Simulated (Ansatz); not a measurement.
# C₂H₂GeN₂: basis-set convergence

Aim: see how fast density functionals converge with the basis set for C₂H₂GeN₂.

Program: Ansatz 0.2.0, Gaussian basis. Level of theory: one geometry, several basis sets. These are calculated values, not measurements.

The runs, in order: PBE0-D4/def2-SVP; ωB97M-V/def2-SVP; PBE0-D4/def2-QZVPP; ωB97M-V/def2-QZVPP; the functionals' def2-TZVPP values are taken from earlier runs.

## (1) Structure used throughout

All runs share one geometry, relaxed beforehand with PBE0-D4/def2-TZVP.

SMILES `N#[C][GeH2][C]#N`, 7 atoms, charge 0, spin multiplicity 1.

Atoms are counted from 1 here; the program's logs count them from 0.

Bond lengths: N1–C2 1.151 Å, C2–Ge3 1.914 Å, Ge3–C4 1.914 Å, Ge3–H6 1.523 Å, Ge3–H7 1.523 Å, C4–N5 1.151 Å. Angles: N1–C2–Ge3 178.3°, C2–Ge3–C4 106.1°, C2–Ge3–H6 108.9°, C2–Ge3–H7 108.9°, C4–Ge3–H6 108.9°, C4–Ge3–H7 108.9°, H6–Ge3–H7 114.9°, Ge3–C4–N5 178.3°.

## (2) PBE0-D4 in def2-SVP

Input file in.yaml:

```yaml
crystal:
  periodic: [false, false, false]
  atoms:
    - {symbol: N, position_ang: [0.595612, -2.373777, 1.261022]}
    - {symbol: C, position_ang: [0.474653, -1.307418, 0.846035]}
    - {symbol: Ge, position_ang: [0.312214, 0.484581, 0.193175]}
    - {symbol: C, position_ang: [-0.989112, 0.421527, -1.209125]}
    - {symbol: N, position_ang: [-1.767358, 0.417272, -2.056641]}
    - {symbol: H, position_ang: [-0.213525, 1.371653, 1.313895]}
    - {symbol: H, position_ang: [1.648815, 0.918262, -0.393961]}
basis:
  gaussian: {orbitals: def2-SVP}
hamiltonian: {xc: pbe0, dispersion: d4}
output: {orbitals: {seedname: orbitals}}
```

Command:

```bash
$ ansatz run in.yaml --threads 4 --pin off --events-out ev --progress --plain --max-ram 10444MiB
```

The runs that follow: ωB97M-V in def2-SVP; PBE0-D4 in def2-QZVPP; ωB97M-V in def2-QZVPP.

Before running them: what should the planned runs give, taken together? Wanted: PBE0-D4: double and triple zeta above quadruple; ωB97M-V: double and triple zeta above quadruple.

The runs gave:

```
                                       quantity           value
PBE0-D4: double and triple zeta above quadruple  14.43, 1.47 eV
ωB97M-V: double and triple zeta above quadruple  14.55, 1.42 eV
```

**Reading.** For PBE0-D4 the step from double to triple zeta gains 12.96 eV and the next only 1.47 eV. Total energies overstate the basis error of differences, where much of it tends to cancel.
